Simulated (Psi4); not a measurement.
# AlH2Br (SMILES [H][Al]([H])[Br]) at 4 levels

We compute a comparison of 4 runs (HF/STO-3G, B3LYP/6-31G*, PBE0/def2-SVP, M06-2X/pcseg-2) of AlH2Br. 

Program for the calculation: Psi4 1.11.

### 1 The system as given

AlH2Br has 4 atoms, charge 0, and is taken as a singlet. As SMILES, `[H][Al]([H])[Br]`. The shape comes from GFN2-xTB, which is rough for such elements, and wasn't checked as a minimum.

Bond lengths: Al1–Br4 2.240 Å, Al1–H2 1.534 Å, Al1–H3 1.534 Å. Angles: H2–Al1–Br4 120.8°, H3–Al1–Br4 120.8°, H2–Al1–H3 118.4°.

### 2 Energy and forces at HF/STO-3G (run 1)

The input, input.inp:

```
memory 1600 mb

molecule system {
  0 1
  Al     0.085960     0.143320     0.001240
  H      1.619870     0.141230     0.011920
  H     -0.640600     1.494120    -0.021230
  Br    -1.065230    -1.778670     0.008060
  symmetry c1
  no_reorient
  no_com
}

set {
  basis         STO-3G
  reference     rhf
  puream        true
  e_convergence 1e-09
  d_convergence 1e-08
  scf_type      pk
}

energy_value, wavefunction = gradient("hf", return_wfn=True)
oeprop(wavefunction, "QUADRUPOLE", "LOWDIN_CHARGES", "WIBERG_LOWDIN_INDICES")
print_variables()
```

Command:

```console
$ psi4 -n 1 input.inp input.out
```

input.out:

```text
[...]
  Running in c1 symmetry.
[...]
  Nuclear repulsion =  127.863678834309823
[...]
  Multiplicity = 1
[...]
  Nalpha       = 25
  Nbeta        = 25
[...]
    Number of basis functions: 29
[...]
   @RHF iter   1: -2784.83680664883741   -2.50481e+00   8.69163e-03 DIIS/ADIIS
[...]
   @RHF iter   8: -2784.90458229920660   -5.91172e-12   4.89731e-09 DIIS
[...]
    Orbital Energies [Eh]
    ---------------------
    Doubly Occupied:
       1A   -484.384388     2A    -63.114603     3A    -57.849565
       4A    -57.663848     5A    -57.662487     6A    -57.662341
       7A     -9.069312     8A     -6.818807     9A     -6.810275
      10A     -6.809450    11A     -4.774425    12A     -3.002153
      13A     -3.001732    14A     -3.000889    15A     -2.173566
      16A     -2.170967    17A     -2.170205    18A     -2.162299
      19A     -2.162281    20A     -0.833157    21A     -0.515623
      22A     -0.384442    23A     -0.343450    24A     -0.299723
      25A     -0.287129
[...]
  @RHF Final Energy: -2784.90458229920660
   => Energetics <=
    Nuclear Repulsion Energy =            127.8636788343098232
    One-Electron Energy =               -4155.2822867554004915
    Two-Electron Energy =                1242.5140256218844570
    Total Energy =                      -2784.9045822992065951
[...]
  -Total Gradient:
     Atom            X                  Y                   Z
    ------   -----------------  -----------------  -----------------
       1       -0.009273224931    -0.015551882432     0.000487985940
       2        0.028955824276     0.005777899265     0.000031887943
       3       -0.008606182685     0.028240932071    -0.000518804399
       4       -0.011076416413    -0.018466949276    -0.000001069487
[...]
 Multipole Moments:
 ------------------------------------------------------------------------------------
     Multipole            Electronic (a.u.)      Nuclear  (a.u.)        Total (a.u.)
 ------------------------------------------------------------------------------------
 L = 1.  Multiply by 2.5417464519 to convert [e a0] to [Debye]
 Dipole X            :         66.9561475          -66.4924704            0.4636772
 Dipole Y            :        111.8041763         -111.0307451            0.7734312
 Dipole Z            :         -0.5435562            0.5459608            0.0024046
 Magnitude           :                                                    0.9017750
 L = 2.  Multiply by 1.3450342976 to convert [e a0^2] to [Debye ang]
 Quadrupole XX       :       -176.9692430          153.0038050          -23.9654380
 Quadrupole XY       :       -236.8824210          234.7833738           -2.0990472
[...]
```

It took 1.4 s on 1 thread of Intel Xeon 6975P-C (Granite Rapids), shared host; peak memory 0.2 GiB.

### 3 Energy and gradient at B3LYP/6-31G(d) (spherical functions) (run 2)

The input, job.inp:

```
memory 1.6 GB

molecule mol {
  0 1
  Al     0.16244086     0.27083555     0.00234326
  H      3.06111066     0.26688602     0.02252554
  H     -1.21055856     2.82347760    -0.04011889
  Br    -2.01299296    -3.36119917     0.01523119
  units bohr
  symmetry c1
}

set {
  basis                6-31G*
  puream               true
  e_convergence        1e-09
  d_convergence        1e-08
  scf_type             pk
  dft_radial_points    99
  dft_spherical_points 590
}

result, w = gradient("b3lyp", return_wfn=True)
oeprop(w, "WIBERG_LOWDIN_INDICES", "DIPOLE", "QUADRUPOLE", title="B3LYP")
```

Command:

```console
$ psi4 job.inp job.out -n 1
```

job.out, cut to the lines that bear on the results:

```text
[...]
  Running in c1 symmetry.
[...]
  Nuclear repulsion =  127.863678716053428
[...]
  Multiplicity = 1
[...]
  Nalpha       = 25
  Nbeta        = 25
[...]
    Number of basis functions: 54
[...]
   @RKS iter   1: -2817.23465342659574   -1.44602e+00   2.72039e-02 DIIS/ADIIS
[...]
   @RKS iter  10: -2817.55710267819268   -5.00222e-12   1.34391e-09 DIIS
[...]
  @RKS Final Energy: -2817.55710267819268
   => Energetics <=
    Nuclear Repulsion Energy =            127.8636787160534283
    One-Electron Energy =               -4174.9650072069562157
    Two-Electron Energy =                1318.6515197296782844
    DFT Exchange-Correlation Energy =     -89.1072939169681320
    Empirical Dispersion Energy =           0.0000000000000000
    VV10 Nonlocal Energy =                  0.0000000000000000
    Total Energy =                      -2817.5571026781926776
[...]
  -Total Gradient:
     Atom            X                  Y                   Z
    ------   -----------------  -----------------  -----------------
       1       -0.000344227599    -0.000608956359     0.000163447136
       2       -0.014277123709     0.004168319789    -0.000224963453
       3        0.010405648954    -0.010616481675     0.000137117891
       4        0.004218703379     0.007062129436    -0.000075643944
[...]
 Multipole Moments:
 ------------------------------------------------------------------------------------
     Multipole            Electronic (a.u.)      Nuclear  (a.u.)        Total (a.u.)
 ------------------------------------------------------------------------------------
 L = 1.  Multiply by 2.5417464519 to convert [e a0] to [Debye]
 Dipole X            :         -3.9858515            4.2175222            0.2316707
 Dipole Y            :         -6.6559322            7.0422301            0.3862979
 Dipole Z            :          0.0345097           -0.0320442            0.0024655
 Magnitude           :                                                    0.4504481
 L = 2.  Multiply by 1.3450342976 to convert [e a0^2] to [Debye ang]
 Quadrupole XX       :        -90.3788203           64.9345826          -25.4442377
 Quadrupole XY       :        -86.9790280           87.7232185            0.7441905
[...]
```

Wall time 6 s (1 thread of Intel Xeon 6975P-C (Granite Rapids), shared host); peak memory 0.5 GiB.

Run 3 isn't shown in full; the table further down has it.

### 4 Energy and forces at M06-2X/pcseg-2 (run 4)

The input, job.py:

```python
import psi4

psi4.set_memory(1600000000)
psi4.set_num_threads(1)
psi4.core.set_output_file('psi4.out', False)

molecule = psi4.geometry("""
0 1
Al     0.085960     0.143320     0.001240
H      1.619870     0.141230     0.011920
H     -0.640600     1.494120    -0.021230
Br    -1.065230    -1.778670     0.008060
symmetry c1
""")

psi4.set_options({
    'puream': True,
    'e_convergence': 1e-09,
    'd_convergence': 1e-08,
    'scf_type': 'pk',
    'dft_radial_points': 99,
    'dft_spherical_points': 590,
})

e_tot, wfn = psi4.gradient("m06-2x/pcseg-2", molecule=molecule, return_wfn=True)
psi4.oeprop(wfn, "QUADRUPOLE", "DIPOLE", "MAYER_INDICES", title="M06-2X")
print('gradient / Eh bohr^-1')
print(e_tot.np.round(6))
print(f'energy = {wfn.energy():.10f} Eh')
```

Command:

```console
$ python job.py
```

psi4.out, cut to the lines that bear on the results:

```text
[...]
  Running in c1 symmetry.
[...]
  Nuclear repulsion =  127.863678834309823
[...]
  Multiplicity = 1
[...]
  Nalpha       = 25
  Nbeta        = 25
[...]
    Number of basis functions: 105
[...]
   @RKS iter   1: -2817.67816129623634   -1.68207e+00   1.06507e-02 DIIS/ADIIS
[...]
   @RKS iter  10: -2817.91906734484974   -3.63798e-12   2.75229e-09 DIIS
[...]
  @RKS Final Energy: -2817.91906734484974
   => Energetics <=
    Nuclear Repulsion Energy =            127.8636788343098232
    One-Electron Energy =               -4177.3581862273258594
    Two-Electron Energy =                1283.8537911845448889
    DFT Exchange-Correlation Energy =     -52.2783511363784825
    Empirical Dispersion Energy =           0.0000000000000000
    VV10 Nonlocal Energy =                  0.0000000000000000
    Total Energy =                      -2817.9190673448501911
[...]
  -Total Gradient:
     Atom            X                  Y                   Z
    ------   -----------------  -----------------  -----------------
       1       -0.000254753836    -0.000461258211     0.000191554191
       2       -0.008740491019     0.004159464955    -0.000187921400
       3        0.007782202049    -0.005742096448     0.000054498079
       4        0.001220969777     0.002057296860    -0.000058713458
[...]
 Multipole Moments:
 ------------------------------------------------------------------------------------
     Multipole            Electronic (a.u.)      Nuclear  (a.u.)        Total (a.u.)
 ------------------------------------------------------------------------------------
 L = 1.  Multiply by 2.5417464519 to convert [e a0] to [Debye]
 Dipole X            :         -3.9885301            4.2175222            0.2289921
 Dipole Y            :         -6.6604200            7.0422301            0.3818102
 Dipole Z            :          0.0347453           -0.0320442            0.0027011
 Magnitude           :                                                    0.4452232
 L = 2.  Multiply by 1.3450342976 to convert [e a0^2] to [Debye ang]
 Quadrupole XX       :        -90.7467618           64.9345825          -25.8121793
 Quadrupole XY       :        -86.9969279           87.7232184            0.7262906
[...]
```

On the terminal:

```text
gradient / Eh bohr^-1
[[-2.550e-04 -4.610e-04  1.920e-04]
 [-8.740e-03  4.159e-03 -1.880e-04]
 [ 7.782e-03 -5.742e-03  5.400e-05]
 [ 1.221e-03  2.057e-03 -5.900e-05]]
energy = -2817.9190673448 Eh
```

Wall time 23 s (1 thread of Intel Xeon 6975P-C (Granite Rapids), shared host); peak memory 0.72 GiB.

### 5 All runs side by side

```tsv
run	level	integration grid	task	energy (Eh)	dipole moment (D)	HOMO energy (eV)	LUMO energy (eV)	wall time
1	HF/STO-3G	–	gradient	-2784.904582	2.29	-7.81	7.94	1.4 s
2	B3LYP/6-31G* (spherical functions)	99 radial × 590 angular	gradient	-2817.557103	1.14	-8.01	-1.90	6 s
3	PBE0/def2-SVP	99 radial × 590 angular	energy	-2817.025319	0.91	-8.24	-1.66	4.5 s
4	M06-2X/pcseg-2	99 radial × 590 angular	gradient	-2817.919067	1.13	-9.50	-1.21	23 s
```

### 6 Summary of results

| quantity | value |
| --- | --- |
| run 4: total energy | -2817.91907 Eh |
| run 4: dipole moment | 1.13 D |
| run 4: HOMO energy | -9.50 eV |
| run 4: LUMO energy | -1.21 eV |
| run 4: HOMO–LUMO gap | 8.29 eV |
| run 4: largest force on an atom | 0.498 eV/Å |

The dipole moment (its size) runs from 0.91 D (PBE0/def2-SVP) to 2.29 D (HF/STO-3G). The two ends differ in method and basis. The HOMO–LUMO gap runs from 6.11 eV (B3LYP/6-31G*) to 15.75 eV (HF/STO-3G). Totals of different functionals can't be ranked against each other. In run 1 the basis is minimal, so the values are rough. All runs together took 35 s, the longest 23 s.
